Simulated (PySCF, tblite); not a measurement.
**C3H9BrO2Si2: geometry, infrared bands and NMR shifts**

Aim: predict the infrared bands and NMR shifts of C3H9BrO2Si2 (`CC1(C)O[SiH2]O[Si@H]1Br`).

Programs: tblite 0.8.0 and PySCF 2.14.0, with density-fitted response routines of our own. Each step states its level of theory. These are calculated values for one molecule in the gas phase, unless marked as measured. Atoms count from 0, in the outputs and in this text.

### 1 The molecule as given

17 atoms, charge 0, multiplicity 1; geometry from: force field or distance geometry start.

Bonds of the start (Å): C0–C1 1.50, C1–C2 1.49, C1–O3 1.38, O3–Si4 1.72, Si4–O5 1.72, O5–Si6 1.70, Si6–Br7 2.24, Si6–C1 1.88, C0–H8 1.11, C0–H9 1.13, C0–H10 1.12, C2–H11 1.11, C2–H12 1.12, C2–H13 1.12, Si4–H14 1.47, Si4–H15 1.47, Si6–H16 1.47.

### 2 Optimising the geometry with GFN2-xTB

What the job is given:

```
{"job": {"kind": "relax", "xc": "GFN2-xTB", "basis": "xTB"}, "charge": 0, "multiplicity": 1}
C     -0.798300     1.272800     0.092600
C     -0.397200    -0.126100    -0.251400
C     -1.536700    -1.079400    -0.408900
O      0.462700    -0.065000    -1.333300
Si     1.927000     0.632000    -0.745400
O      2.155400     0.020900     0.840700
Si     0.735600    -0.880800     1.051200
Br    -0.169800    -0.673000     3.093800
H      0.030700     1.876100     0.514100
H     -1.651300     1.239000     0.835000
H     -1.158900     1.783800    -0.833000
H     -1.599200    -1.496700    -1.432100
H     -1.389000    -1.952100     0.274200
H     -2.504800    -0.629100    -0.083700
H      1.863600     2.102300    -0.713600
H      3.059500     0.282800    -1.616400
H      0.963800    -2.295400     0.706300
```

Started as:

```console
$ OMP_NUM_THREADS=1 python probes_run.py task.json out
```

One launch serves the whole session: the jobs run in the order shown.

What it wrote:

```text
step      E/eV     max force
  0    -730.71397    3.190
  1    -731.13068    1.764
  2    -731.31726    0.726
  3    -731.36389    0.598
  4    -731.42770    0.498
  5    -731.45291    0.393
  6    -731.50539    0.562
  7    -731.53506    0.515
  8    -731.56817    0.519
  9    -731.59870    0.549
 10    -731.63991    0.549
 11    -731.67949    0.698
 12    -731.71411    0.576
 13    -731.74235    0.351
 14    -731.76538    0.334
 15    -731.78720    0.435
 16    -731.80919    0.412
 17    -731.82678    0.292
 18    -731.83909    0.270
 19    -731.84680    0.250
 20    -731.85314    0.235
 21    -731.86060    0.230
 22    -731.87036    0.303
 23    -731.88164    0.346
 24    -731.89165    0.252
 25    -731.89914    0.236
 26    -731.90541    0.215
 27    -731.91169    0.227
 28    -731.91780    0.194
 29    -731.92328    0.163
 30    -731.92816    0.179
 31    -731.93319    0.186
 32    -731.93828    0.204
 33    -731.94233    0.153
 34    -731.94536    0.123
 35    -731.94798    0.125
 36    -731.95055    0.163
 37    -731.95321    0.182
 38    -731.95554    0.128
 39    -731.95733    0.132
 40    -731.95887    0.111
 41    -731.96047    0.147
 42    -731.96212    0.150
 43    -731.96363    0.084
 44    -731.96466    0.091
 45    -731.96617    0.132
 46    -731.96832    0.141
 47    -731.97092    0.126
 48    -731.97276    0.088
 49    -731.97358    0.049
 50    -731.97406    0.062
 51    -731.97456    0.061
 52    -731.97502    0.060
 53    -731.97542    0.040
 54    -731.97579    0.042
 55    -731.97615    0.048
 56    -731.97644    0.047
 57    -731.97667    0.035
 58    -731.97684    0.026
 59    -731.97700    0.027
 60    -731.97714    0.030
 61    -731.97725    0.030
 62    -731.97734    0.025
 63    -731.97746    0.027
 64    -731.97760    0.037
 65    -731.97775    0.034
 66    -731.97787    0.021
 67    -731.97794    0.017
 68    -731.97799    0.016
 69    -731.97805    0.017
 70    -731.97811    0.023
 71    -731.97817    0.022
 72    -731.97822    0.019
 73    -731.97826    0.019
 74    -731.97830    0.018
 75    -731.97835    0.025
 76    -731.97840    0.021
 77    -731.97846    0.020
 78    -731.97854    0.024
 79    -731.97867    0.040
 80    -731.97895    0.078
 81    -731.97952    0.127
 82    -731.98034    0.154
 83    -731.98226    0.195
 84    -731.98506    0.143
 85    -731.98681    0.244
 86    -731.98121    0.527
 87    -731.99194    0.190
 88    -731.99444    0.228
 89    -731.99916    0.153
 90    -732.00345    0.405
 91    -732.01237    0.186
 92    -732.02175    0.187
 93    -732.00573    0.817
 94    -732.03190    0.207
 95    -732.03755    0.175
 96    -732.02871    0.716
 97    -732.04687    0.144
 98    -732.05151    0.114
 99    -732.04297    0.697
100    -732.05921    0.076
101    -732.06187    0.075
102    -732.06435    0.189
103    -732.06596    0.090
104    -732.06704    0.079
105    -732.06939    0.160
106    -732.07125    0.142
107    -732.07302    0.086
108    -732.07527    0.097
109    -732.07747    0.083
110    -732.07898    0.123
111    -732.08030    0.071
112    -732.08219    0.069
113    -732.08376    0.067
114    -732.08507    0.082
115    -732.08644    0.086
116    -732.08780    0.077
117    -732.08902    0.076
118    -732.08980    0.052
119    -732.09019    0.048
120    -732.09041    0.038
121    -732.09063    0.040
122    -732.09090    0.032
123    -732.09117    0.031
124    -732.09134    0.032
125    -732.09147    0.031
126    -732.09159    0.029
127    -732.09173    0.025
128    -732.09187    0.023
129    -732.09197    0.019
130    -732.09202    0.019
131    -732.09206    0.020
132    -732.09211    0.020
133    -732.09216    0.017
134    -732.09220    0.013
135    -732.09222    0.010
136    -732.09223    0.009
```

Run time: 1.4 s. Hardware: 1 thread of Arm Neoverse V1, shared host; peak memory 0.18 GiB.

Along the way: (not every step is listed)

```tsv
step	energy from step 0 (eV)	largest force (eV/Å)
0	0.0000	3.1904
1	-0.4167	1.7637
2	-0.6033	0.7257
3	-0.6499	0.5983
4	-0.7137	0.4983
5	-0.7389	0.3930
6	-0.7914	0.5618
7	-0.8211	0.5149
8	-0.8542	0.5185
20	-1.1392	0.2351
32	-1.2243	0.2041
44	-1.2507	0.0910
56	-1.2625	0.0474
68	-1.2640	0.0161
80	-1.2650	0.0777
92	-1.3078	0.1867
104	-1.3531	0.0793
116	-1.3738	0.0766
128	-1.3779	0.0230
131	-1.3781	0.0201
132	-1.3781	0.0199
133	-1.3782	0.0171
134	-1.3782	0.0130
135	-1.3782	0.0105
136	-1.3783	0.0088
```

Distances of close pairs at the start and the end, largest changes first:

```tsv
bond	before (Å)	after (Å)	change (Å)
O3–Si4	1.725	1.615	-0.110
O5–Si6	1.695	1.608	-0.087
Si6–Br7	2.244	2.189	-0.055
Si4–O5	1.715	1.662	-0.053
C1–O3	1.383	1.436	+0.052
C1–Si6	1.884	1.928	+0.044
C0–H9	1.131	1.088	-0.043
C1–C2	1.494	1.526	+0.032
```

The final coordinates are the input of the step that follows.

### 3 Vibrational analysis with GFN2-xTB

What the job is given:

```
{"job": {"kind": "ir", "xc": "GFN2-xTB", "basis": "xTB"}, "charge": 0, "multiplicity": 1}
C     -1.238874     1.222340     0.341148
C     -0.420855     0.019665    -0.122878
C     -1.332364    -1.031376    -0.749490
O      0.488910     0.470495    -1.138132
Si     2.083878     0.391719    -0.894987
O      2.141709    -0.364490     0.583419
Si     0.719355    -0.729994     1.238738
Br     0.547579     0.329078     3.147110
H     -0.587903     1.997436     0.742445
H     -1.945231     0.925866     1.113803
H     -1.789676     1.642556    -0.498728
H     -1.881631    -0.599417    -1.584103
H     -0.745497    -1.867883    -1.124028
H     -2.042289    -1.398249    -0.011320
H      2.672056     1.698677    -0.675069
H      2.705126    -0.535153    -1.819066
H      0.618707    -2.159240     1.441228
```

What it wrote:

```text
mode    cm-1     km/mol
  1      38.7      2.15
  2      89.8      2.55
  3     104.9      6.92
  4     178.9     16.32
  5     203.2      0.23
  6     224.7      4.57
  7     236.5      0.34
  8     302.2      6.01
  9     332.8      6.11
 10     372.2     23.51
 11     421.4      4.06
 12     453.8     35.94
 13     492.0     14.64
 14     526.9     10.11
 15     568.0     26.30
 16     609.1     92.10
 17     613.7     59.10
 18     665.5     95.97
 19     689.6    439.31
 20     763.9    175.74
 21     794.9    282.91
 22     816.7     99.66
 23     945.1     46.01
 24     953.9     67.73
 25     956.5      5.74
 26    1008.0      4.68
 27    1033.6    393.45
 28    1140.6    107.09
 29    1173.4      0.84
 30    1206.1      9.74
 31    1397.2      7.01
 32    1411.5      6.12
 33    1472.4      2.98
 34    1483.3      8.44
 35    1494.7      4.96
 36    1507.0     10.16
 37    2375.3    285.80
 38    2396.4    354.11
 39    2400.5    180.54
 40    3016.3      8.73
 41    3020.6     57.64
 42    3024.5      7.55
 43    3026.3     18.56
 44    3028.2     20.53
 45    3031.0     39.70
```

Run time: 0.84 s. Hardware: 1 thread of Arm Neoverse V1, shared host; peak memory 0.18 GiB.

Which atoms move in the most intense modes:

```tsv
cm⁻¹	km/mol	atoms
690	439.3	H16 33 %, H14 22 %, H15 18 %, Si6 17 %
764	175.7	O5 40 %, Si4 19 %, H16 14 %, Si6 10 %
795	282.9	H14 40 %, H15 36 %
1034	393.4	O3 50 %, O5 15 %, Si4 11 %
1141	107.1	C1 39 %, H13 13 %, H9 13 %
2375	285.8	H14 65 %, H15 28 %
2396	354.1	H16 94 %
2400	180.5	H15 68 %, H14 29 %
```

### 4 NMR shieldings: PBE0/pcSseg-1

Settings changed since step 3:

```diff
@@ -1,2 +1,2 @@
-{"job": {"kind": "ir", "xc": "GFN2-xTB", "basis": "xTB"}, "charge": 0, "multiplicity": 1}
+{"job": {"kind": "nmr", "xc": "PBE0", "basis": "pcSseg-1"}, "charge": 0, "multiplicity": 1}
 C     -1.238874     1.222340     0.341148
```

Level: GIAO PBE0/pcSseg-1 NMR shielding, non-relativistic, gas phase.

What it wrote:

```text
coarse grid: 68304 points
cycle   1  E = -3422.1227753881  dE = -4.257e-03  |g| = 1.215e+00  |ddm| = 3.933e+00
cycle   2  E = -3421.8274707186  dE =  2.953e-01  |g| = 1.643e+00  |ddm| = 2.245e+00
cycle   3  E = -3422.3067070684  dE = -4.792e-01  |g| = 2.556e-01  |ddm| = 1.715e+00
cycle   4  E = -3422.3172890300  dE = -1.058e-02  |g| = 6.452e-02  |ddm| = 2.325e-01
cycle   5  E = -3422.3181021318  dE = -8.131e-04  |g| = 1.996e-02  |ddm| = 6.710e-02
cycle   6  E = -3422.3181805534  dE = -7.842e-05  |g| = 6.664e-03  |ddm| = 2.153e-02
cycle   7  E = -3422.3181879677  dE = -7.414e-06  |g| = 1.941e-03  |ddm| = 6.736e-03
final grid: 141320 points
cycle   8  E = -3422.3182213635  dE =  7.281e-07  |g| = 2.879e-03  |ddm| = 4.157e-03
cycle   9  E = -3422.3182188533  dE =  2.510e-06  |g| = 4.753e-03  |ddm| = 5.664e-03
cycle  10  E = -3422.3182228293  dE = -3.976e-06  |g| = 2.810e-04  |ddm| = 3.642e-03
cycle  11  E = -3422.3182228460  dE = -1.667e-08  |g| = 2.812e-05  |ddm| = 2.479e-04
cycle  12  E = -3422.3182228462  dE = -1.619e-10  |g| = 8.226e-06  |ddm| = 3.136e-05
converged SCF energy = -3422.3182228462

GIAO shielding tensors (ppm)
atom      isotropic    diamagn.    paramagn.     s11        s22        s33       span
  0 C      156.103     247.271     -91.168    142.500    148.001    177.809     35.309
  1 C      115.565     249.782    -134.217     90.059     92.567    164.070     74.010
  2 C      157.689     247.342     -89.653    141.922    147.306    183.838     41.915
  3 O      247.865     400.534    -152.669    214.417    228.979    300.200     85.783
  4 Si     364.606     881.938    -517.333    349.462    357.562    386.794     37.331
  5 O      238.131     399.357    -161.226    194.185    234.739    285.468     91.283
  6 Si     338.315     880.217    -541.902    305.201    350.434    359.311     54.110
  7 Br    2578.532    3126.254    -547.722   2277.596   2612.368   2845.632    568.036
  8 H       29.912      31.424      -1.512     25.354     30.190     34.193      8.839
  9 H       30.626      31.003      -0.376     26.105     29.710     36.064      9.959
 10 H       30.095      30.473      -0.378     26.377     28.073     35.834      9.457
 11 H       29.955      30.254      -0.299     26.400     27.757     35.708      9.308
 12 H       30.255      30.883      -0.628     25.851     28.417     36.496     10.645
 13 H       30.669      30.529       0.140     26.509     28.448     37.050     10.541
 14 H       26.529      29.755      -3.225     23.068     23.496     33.025      9.957
 15 H       26.651      29.568      -2.918     22.857     23.406     33.689     10.832
 16 H       26.210      29.286      -3.077     22.031     24.254     32.344     10.313
```

Run time: 66 s. Hardware: 1 thread of Arm Neoverse V1, shared host; peak memory 0.97 GiB.

The references, computed at this level on geometries of the same kind, shield at (ppm): ¹H TMS 31.72, ¹³C TMS 186.9, ²⁹Si TMS 349.2, ¹⁷O H2O 336.1, ⁷⁹Br HBr 2622. Their shielding less the atom's gives the shift. The references are single molecules in the gas phase, so shifts against H2O, NH3, PH3, H3PO4 or CFCl3 are not on the usual liquid scales and can be off by tens of ppm. Atoms listed in one row are averaged.

```tsv
atoms	environment	σ (ppm)	δ (ppm)	δ scaled to CDCl3
C1	fully substituted sp3 carbon bonded to O and Si	115.6	71.4	67.7
C0	methyl carbon	156.1	30.8	28.2
C2	methyl carbon	157.7	29.2	26.6
H16	hydrogen on a silicon bonded to C, Br, O, in a 5-membered ring	26.21	5.51	–
H14	hydrogen on a silicon bonded to 2 O, in a 5-membered ring	26.53	5.19	–
H15	hydrogen on a silicon bonded to 2 O, in a 5-membered ring	26.65	5.07	–
H8, H9, H10	hydrogen on a methyl carbon	30.21	1.51	1.52
H11, H12, H13	hydrogen on a methyl carbon	30.29	1.42	1.45
O5	oxygen bonded to 2 Si, in a 5-membered ring	238.1	97.9	–
O3	oxygen bonded to C, Si, in a 5-membered ring	247.9	88.2	–
Si6	silicon bonded to C, Br, O, H, in a 5-membered ring	338.3	10.8	–
Si4	silicon bonded to 2 O, 2 H, in a 5-membered ring	364.6	-15.4	–
Br7	bromine bonded to Si	2579	44	–
```

The scaled column applies a straight-line fit of computed shieldings to shifts measured in CDCl3, with any fitted terms for Cl, Br or S neighbours (root-mean-square error 0.16 ppm for H, 1.9 ppm for C).

The run also stored atomic charges by several schemes (e):

```tsv
atoms	Mulliken	IAO	Hirshfeld	ESP fit
C0	-0.15	-0.42	-0.13	-0.59
C1	-0.42	-0.03	0.01	0.61
C2	-0.16	-0.42	-0.13	-0.74
O3	-0.60	-0.66	-0.23	-0.50
Si4	1.00	1.22	0.47	0.75
O5	-0.71	-0.89	-0.32	-0.40
Si6	1.04	1.03	0.39	0.16
Br7	-0.36	-0.25	-0.09	-0.11
```

Mayer bond orders: C0–C1 1.01, C1–C2 1.01, C1–O3 0.82, O3–Si4 1.02, Si4–O5 0.89, O5–Si6 1.02, Si6–Br7 0.95, Si6–C1 0.82.

Ring of atoms C1, O3, Si4, O5, Si6: NICS(0) -6.0, NICS(1) -2.3, NICS(1)zz -2.3 ppm (means of both faces).

The fields below are evaluated on a grid from the run's orbitals.

Frontier orbitals at PBE0/pcSseg-1, with the share of their density that lies nearest to each atom:

```tsv
orbital	energy (eV)	lies on
HOMO	-7.96	Br7 25 %; C1 24 %; O3 14 %
LUMO	0.29	Si6 29 %; H16 19 %; Br7 18 %
```

ELF in a plane through or near 5 of the atoms.

Ten even steps from ' ' (0.00) to '@' (1.00):
```
                                                        
                                                        
                                                        
                      ..::....                          
                    ..::::..                            
                      ....          ..::..              
                            ..--::++%%@@@@==            
                            ::==++@@@@@@@@%%::          
            ....::::..    ..--##++**@@@@%%==            
          ..::......::....====##@@++--::                
          ......%%--::****##::..**::                    
        ==%%%%--::  --####++--**##++++==..              
      ++@@@@@@@@@@--::++**::  ::**@@@@@@**..            
      ++@@@@@@@@@@--    ..    ..**@@@@@@%%..            
      ..##@@@@@@@@::            ..++####--              
        ..++####==                  ....                
                                                        
                                                        
                                                        
                                                        
```
The map spans 10.9 Å across and 10.8 Å up, centred on the molecule. Atoms in the plane (x, y in Å): C1 (0.4, -0.1), Si4 (-2.2, -0.4), H9 (2.0, 1.4), H11 (1.8, -1.7), H15 (-2.8, -1.7).

On the surface of density 0.002 e/bohr³ the electrostatic potential runs, from the 1st to the 99th percentile, from -1.09 V near O5 to 1.56 V near Si4.

### 5 Results

| quantity | value |
| --- | --- |
| strongest single infrared mode (GFN2-xTB) | 690 cm⁻¹, 439 km/mol |
| zero-point energy (GFN2-xTB) | 74.3 kcal/mol |
| ¹³C shifts against TMS (PBE0/pcSseg-1) | 71.4, 30.8, 29.2 ppm |
| ¹H shifts against TMS (PBE0/pcSseg-1, means over atoms taken as alike) | 5.51, 5.19, 5.07, 1.51, 1.42 ppm |
| ¹⁷O shifts against H2O (PBE0/pcSseg-1) | 97.9, 88.2 ppm |
| ²⁹Si shifts against TMS (PBE0/pcSseg-1) | 10.8, -15.4 ppm |
| ⁷⁹Br shifts against HBr (PBE0/pcSseg-1) | 44 ppm |
| surface potential, 1st and 99th percentile | -1.09 V and 1.56 V |

In words: The optimisation took 136 steps and gained 1.378 eV; among the close pairs (by a distance rule), O3–Si4 changed most, from 1.725 to 1.615 Å. No mode is imaginary among the 45: a minimum at this level. The strongest single mode, at 690 cm⁻¹, is spread over several atoms, H16, H14, H15, Si6 among them. Unscaled tight-binding wavenumbers are off by several per cent, some by more. Its intensities can rank the bands wrongly. C1 (fully substituted sp3 carbon bonded to O and Si) lies farthest downfield among carbon, at 71.4 ppm; pulled downfield by the heteroatom. At PBE0/pcSseg-1: Shielding is most anisotropic at Br7 (span 568 ppm, paramagnetic term -548 ppm). Spin-orbit coupling is left out, which matters for shieldings and couplings at and beside the heavy atoms.
